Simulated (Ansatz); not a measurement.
Below is the output of a Python script on the Python package of Ansatz (0.2.0) that makes harmonic frequencies at the relaxed geometry of CH5BFNO, SMILES NC(O)BF. Write a script that gives it. Settings (for the species named): B3LYP, def2-SVP basis, multiplicity 1.

```yaml
atoms:
  - { symbol: N, position_ang: [-0.4857, 0.1346, 1.2269] }
  - { symbol: C, position_ang: [0.0010, -0.4552, 0.0084] }
  - { symbol: O, position_ang: [1.2527, -0.9554, 0.2576] }
  - { symbol: B, position_ang: [0.1650, 0.5986, -1.2062] }
  - { symbol: F, position_ang: [-1.1074, 1.2109, -1.7198] }
  - { symbol: H, position_ang: [0.0587, 1.0191, 1.4703] }
  - { symbol: H, position_ang: [-1.4743, 0.5303, 1.0215] }
  - { symbol: H, position_ang: [-0.6295, -1.2656, -0.3101] }
  - { symbol: H, position_ang: [1.1692, -1.7017, 0.9390] }
  - { symbol: H, position_ang: [1.1333, 0.8331, -1.6845] }
```

Output of `python ch5bfno_freq.py`:
```text
bond        before    after (A)
N0-C1        1.4386   1.4742
N0-H5        1.0667   1.0217
N0-H6        1.0845   1.0190
C1-O2        1.3708   1.4016
C1-B3        1.6164   1.5724
C1-H7        1.0750   1.1099
O2-H8        1.0140   0.9697
B3-F4        1.5026   1.3302
B3-H9        1.1052   1.2091
frequencies (1/cm): 103 222 296 324 353 439 569 741 889 942 1008 1081 1100 1168 1232 1326 1384 1462 1604 2617 2974 3486 3595 3759
imaginary modes: 0  zero-point energy: 2.0255 eV
T (K)   F_vib (eV)   S_vib (meV/K)   C_vib (meV/K)
 298.1      1.9653        0.4966          0.6318
 398.1      1.9050        0.7079          0.8352
 498.1      1.8239        0.9143          1.0072
```

The script that was run (others could print the same):

The script, `ch5bfno_freq.py`:
```python
import warnings

import ansatz as az
import numpy as np

warnings.simplefilter("ignore", az.DeckWarning)

system = (
    az.Crystal.molecule()
    .atom("N", (-0.4857, 0.1346, 1.2269))
    .atom("C", (0.001, -0.4552, 0.0084))
    .atom("O", (1.2527, -0.9554, 0.2576))
    .atom("B", (0.165, 0.5986, -1.2062))
    .atom("F", (-1.1074, 1.2109, -1.7198))
    .atom("H", (0.0587, 1.0191, 1.4703))
    .atom("H", (-1.4743, 0.5303, 1.0215))
    .atom("H", (-0.6295, -1.2656, -0.3101))
    .atom("H", (1.1692, -1.7017, 0.939))
    .atom("H", (1.1333, 0.8331, -1.6845))
)

calculation = (
    system.calculation()
    .basis(gaussian="def2-SVP")
    .functional("b3lyp")
)
symbols = [site.symbol for site in system.cartesian_sites]
start = np.array([site.position_ang for site in system.cartesian_sites], dtype=float)
report = calculation.relax(force_tolerance=0.003, max_steps=100).run(threads=1).report
end = np.array(report["positions_ang"])

print("bond        before    after (A)")
for i, j in [(0, 1), (0, 5), (0, 6), (1, 2), (1, 3), (1, 7), (2, 8), (3, 4), (3, 9)]:
    d0, d1 = (np.linalg.norm(xyz[i] - xyz[j]) for xyz in (start, end))
    print(f"{symbols[i]}{i}-{symbols[j]}{j}".ljust(10), f"{d0:8.4f} {d1:8.4f}")

minimum = az.Crystal.molecule()
for symbol, xyz in zip(symbols, end):
    minimum = minimum.atom(symbol, xyz.tolist())
vibrating = (
    minimum.calculation()
    .basis(gaussian="def2-SVP")
    .functional("b3lyp")
    .phonons(temperatures=(298.15, 498.15, 100))
)
vib = vibrating.run(threads=1).report["vibrations"]
sums = vib["harmonic_sums"]
modes = [m["omega_inv_cm"] for m in sums["modes_at_gamma"] if m["rigid_motion"] == "no"]
print("frequencies (1/cm):", " ".join(f"{w:.0f}" for w in modes))
print("imaginary modes:", sum(w < 0 for w in modes), " zero-point energy:", round(sums["zero_point_energy_ev"], 4), "eV")
print("T (K)   F_vib (eV)   S_vib (meV/K)   C_vib (meV/K)")
for row in zip(sums["temperatures_k"], sums["vibrational_free_energy_ev"], vib["entropy_ev_per_k"], vib["heat_capacity_ev_per_k"]):
    print(f"{row[0]:6.1f} {row[1]:11.4f} {1000 * row[2]:13.4f} {1000 * row[3]:15.4f}")
```

The frequencies are harmonic and unscaled, in a modest basis. The result belongs to the one conformer reached from this start, and soft torsions count as harmonic oscillators. b3lyp holds the VWN-RPA fit, as in Gaussian; the form of ORCA and Turbomole is b3lyp5. Finished in 4.1 min on 1 thread of Arm Neoverse V1, with other jobs on the host, peak memory 0.26 GiB.

(Lines on the test bed's own set-up are left out of the output.)
